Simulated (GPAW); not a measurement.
WS2:

```
W S
1.0
     3.15320    0.00000    0.00000
    -1.57660    2.73075    0.00000
     0.00000    0.00000   12.32300
W S
2 4
Direct
  0.33333 0.66667 0.25000
  0.66667 0.33333 0.75000
  0.33333 0.66667 0.62250
  0.66667 0.33333 0.12250
  0.33333 0.66667 0.87750
  0.66667 0.33333 0.37750
```

Base run:

- Program: GPAW 26.7.0
- Functional: GLLB-SC
- Potentials or basis: the program's PAW data sets (release 1.2.1) made for this functional
- Cutoff: 600 eV
- Basis: pw
- k mesh: 6 × 6 × 2
- Occupations: fermi-dirac, width 0.05 eV
- Spin: no spin polarisation

Its results: band gap on the k mesh, kohn-sham part alone 1.11 eV, indirect (least direct gap 1.83 eV).

The run is repeated on the same cell with these changes: functional from GLLB-SC to LDA; spin from no spin polarisation to spin-orbit coupling, no magnetisation. What comes out?

Band gap on the k mesh 0.86 eV, indirect (least direct gap 1.60 eV).

Several settings changed at once, so the effect can't be laid on one alone.

Caveats: a model potential gives levels but no total energy (some runs); spin-orbit coupling is left out, which moves the levels of the heavy elements (some runs); spin-orbit coupling was added after a scalar SCF, so levels and gaps hold it while energy, forces, pressure and moments don't (some runs); this program's spin-orbit splittings come out too wide for heavy elements (some runs).
